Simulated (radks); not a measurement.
# Ag in [Kr] 4d9 5s1 5p1: an all-electron calculation

Aim: the levels, the sizes of the orbitals and the parts of the energy of neutral silver.

Program: radks (a radial shooting solver on a logarithmic mesh, Libxc functionals) version 1. Level of theory: scalar-relativistic Kohn-Sham, PBE, spin-polarised, spherical densities, point nucleus; open shells are filled with parallel spins first. These are calculated values, not measurements, unless marked.

### Step 1. Starting point

```
element       : silver (Z = 47)
charge        : 0
electrons     : 47
configuration : [Kr] 4d9 5s1 5p1
```

The outer shells:

Ag
```
[Kr] core
4d [↑↓][↑↓][↑↓][↑↓][↑ ]
5s [↑ ]
5p [↑ ][  ][  ]
```

### Step 2. Self-consistent calculation

The run's settings:

```text
Z 47
configuration [Kr] 4d9 5s1 5p1
relativity scalar-relativistic
functional pbe,pbe
spin polarised
nucleus point
c 137.035999084
```

Q: Predict the outcome of this run.

The runs gave:

| quantity | value |
| --- | --- |
| total energy | -5315.75464 hartree |
| exchange-correlation share of it | 2.80 % |
| −T/E | 1.0389 |
| highest occupied level | 5p up, -2.457 eV |
| most extended occupied level | 5p up, <r> = 4.05 bohr |
| radius at density 0.001 e/bohr³ | 4.66 bohr |
| maxima of the radial density | 4 |

What this shows: 5 principal shells are occupied and 4 maxima appear in the radial density; where shells overlap, one shows as a shoulder or not at all. Relativity lifts −T/E to 1.039. This is not the tabulated ground configuration, so its levels and sizes aren't those of the ground state, and no measured value stands beside it.
